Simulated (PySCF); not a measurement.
# C2H9NSi: the cost of one run

The runs use PySCF 2.14.0, with density-fitted response routines of our own; the level of theory stands in each step. All values are computed, except where a source is named. Atoms are numbered from 0 throughout.

## 1. Starting geometry

13 atoms, charge 0, multiplicity 1; geometry from: GFN2-xTB. The atoms were then displaced at random by about 0.01 Å, so the start is not that level's minimum.

Bonds of the start (Å): C0–C1 1.54, C1–N2 1.46, N2–Si3 1.66, C0–H4 1.10, C0–H5 1.05, C0–H6 1.09, C1–H7 1.09, C1–H8 1.11, N2–H9 1.00, Si3–H10 1.48, Si3–H11 1.49, Si3–H12 1.49.

## 2. Geometry optimisation at PBE0-D3(BJ)/def2-SVP

The job: settings as JSON, then the geometry in Å.

```
{"job": {"xc": "PBE0", "basis": "def2-SVP", "d3": "d3bj", "grid": 1, "shake": 0.01, "kind": "geom"}, "charge": 0, "multiplicity": 1}
C      1.960430     0.024470     0.216620
C      0.537300    -0.563730     0.268190
N     -0.414070     0.210310    -0.518860
Si    -2.033670     0.348490    -0.161610
H      1.910400     1.070130     0.557990
H      2.624280    -0.515590     0.828740
H      2.319690     0.047080    -0.810850
H      0.602680    -1.598470    -0.079780
H      0.183950    -0.562720     1.321640
H     -0.099880     0.287640    -1.461520
H     -2.163390     0.823860     1.230580
H     -2.828880    -0.906260    -0.253430
H     -2.593010     1.317900    -1.148030
```

The run is started by

```bash
> OMP_NUM_THREADS=1 python probes_run.py task.json out
```

One launch serves the whole session: the jobs run in the order shown.

**Question.** How long does this first job take on 1 thread of Arm Neoverse V1, shared host, and how much memory does it need?

About 20 s, with a peak of 0.43 GiB.
